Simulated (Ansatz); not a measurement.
# Si₂GeH (sextet): from Hartree-Fock to the top rungs, cc-pVDZ

The task here is to estimate one member of a computed series from the others.

Method: cc-pVDZ, core rule «outside noble gas», up to 24 orbitals frozen; program: Ansatz 0.2.0, Gaussian basis.

To be run: UHF; CCSD(T) on UHF; BCCD(T) on ROHF; CISD; CCSDT(Q) on ROHF; CCSDT(Q) on UHF; CASSCF and NEVPT2, 13 electrons in 11 orbitals.

31 further runs of the same task are left out: 19 that didn't finish, 12 set aside as unsound or not needed.

**The geometry**

The geometry is a PBE0/def2-TZVP stationary point (not a proven minimum) of the parent state, kept for this charge and spin. No spin-orbit coupling is included. The filled d shell of Ge may be among the frozen orbitals whatever the setting's name suggests; the logs give the count.

4 atoms, charge 0, spin multiplicity 6.

Atoms are counted from 1 here; the program's logs count them from 0.

Bond lengths: Ge1–Si2 2.343 Å, Si2–Si3 2.244 Å, Si3–H4 1.654 Å. Angles: Ge1–Si2–Si3 169.0°, Si2–Si3–H4 53.0°.

The first run:

The input, in.yaml:

```yaml
crystal:
  periodic: [false, false, false]
  atoms:
    - {symbol: Ge, position_ang: [0.000020, -0.248209, 2.585879]}
    - {symbol: Si, position_ang: [-0.000008, -0.469422, 0.253680]}
    - {symbol: Si, position_ang: [0.000029, -0.249426, -1.979811]}
    - {symbol: H, position_ang: [-0.000042, 0.967057, -0.859748]}
basis:
  gaussian: {orbitals: cc-pVDZ}
magnetization: {spin_polarized: true, initial_magnetization: 5}
hamiltonian: {xc: hf}
output: {orbitals: {seedname: orbitals}}
```

Launch:

```
> ansatz run in.yaml --threads 1 --pin off --events-out ev --progress --plain --max-ram 2393MiB
```

Steps of the session up to this table: UHF; CCSD(T) on UHF; BCCD(T) on ROHF; CISD; CCSDT(Q) on ROHF; CCSDT(Q) on UHF; CASSCF and NEVPT2, 13 electrons in 11 orbitals.

One of the session's tables, all rows but one given; the rest of the session is left out.

It belongs to the step «Misses and costs». 

| method | from UCCSDT(Q) (kJ/mol) |
| --- | --- |
| UHF | +678.5 |
| UMP2 | +161.4 |
| UCCSD | +40.9 |
| UCCSD(T) | +9.6 |
| BCCD(T) | ? |
| UCCSDT | +2.9 |
| UCCSDT(Q) | 0 |
| CASSCF frontier | +581.7 |
| NEVPT2 frontier | +151.9 |

Estimate the missing values for BCCD(T).

The run gave: from UCCSDT(Q) (kJ/mol): +9.9. In the column «from UCCSDT(Q) (kJ/mol)» it lies between UCCSD(T) (+9.6) and UCCSD (+40.9).

Not comparable, so not listed: CISD; CCSDT(Q) on ROHF (they don't share determinant, frozen orbitals or solution with the rows shown, or repeat one).
